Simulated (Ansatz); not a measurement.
# CClF₂NSn: basis-set convergence

The task here is to estimate one member of a computed series from the others.

The runs use Ansatz 0.2.0, Gaussian basis; one geometry, several basis sets.

The runs, in order: PBE0-D4/def2-SVP; ωB97M-V/def2-SVP; PBE0-D4/def2-QZVPP; ωB97M-V/def2-QZVPP; the functionals' def2-TZVPP values are taken from earlier runs.

### Structure used throughout

An earlier PBE0-D4 in a triple-zeta def2 set relaxation fixed the geometry. Sn takes the def2 core potential; no spin-orbit term is included.

SMILES `N#[C][Sn]([F])([F])[Cl]`, 6 atoms, charge 0, spin multiplicity 1.

Atoms are counted from 1 here; the program's logs count them from 0.

Bond lengths: N1–C2 1.151 Å, C2–Sn3 2.075 Å, Sn3–F4 1.884 Å, Sn3–F5 1.884 Å, Sn3–Cl6 2.265 Å. Angles: N1–C2–Sn3 179.0°, C2–Sn3–F4 108.7°, C2–Sn3–F5 108.7°, C2–Sn3–Cl6 113.9°, F4–Sn3–F5 105.9°, F4–Sn3–Cl6 109.6°, F5–Sn3–Cl6 109.7°.

Set-up of the first run:

in.yaml reads:

```yaml
crystal:
  periodic: [false, false, false]
  atoms:
    - {symbol: N, position_ang: [1.602131, -1.781295, 1.254452]}
    - {symbol: C, position_ang: [0.923243, -1.038476, 0.696047]}
    - {symbol: Sn, position_ang: [-0.301902, 0.322337, -0.280698]}
    - {symbol: F, position_ang: [-1.713617, -0.617065, -1.102252]}
    - {symbol: F, position_ang: [0.675999, 1.115646, -1.682385]}
    - {symbol: Cl, position_ang: [-1.143754, 1.934752, 1.068636]}
basis:
  gaussian: {orbitals: def2-SVP}
hamiltonian: {xc: pbe0, dispersion: d4}
output: {orbitals: {seedname: orbitals}}
```

On the command line:

```sh
$ ansatz run in.yaml --threads 4 --pin off --events-out ev --progress --plain --max-ram 10444MiB
```

Steps of the session up to this table: PBE0-D4 in def2-SVP; ωB97M-V in def2-SVP; PBE0-D4 in def2-QZVPP; ωB97M-V in def2-QZVPP.

One of the session's tables, all rows but one given; the rest of the session is left out.

It belongs to the step «Density functionals: the series». 

```
functional       basis  HOMO (eV)  LUMO (eV)
   PBE0-D4    def2-SVP     -10.47      -2.83
   PBE0-D4  def2-TZVPP     -10.61      -3.00
   PBE0-D4  def2-QZVPP     -10.61      -3.02
   ωB97M-V    def2-SVP          ?          ?
   ωB97M-V  def2-TZVPP     -12.92      -0.85
   ωB97M-V  def2-QZVPP     -12.94      -0.92
```

Q: Estimate the row for ωB97M-V, def2-SVP from the others.

The run gave: HOMO (eV): -12.73; LUMO (eV): -0.59. In the column «HOMO (eV)» it lies between ωB97M-V, def2-TZVPP (-12.92) and PBE0-D4, def2-TZVPP (-10.61).
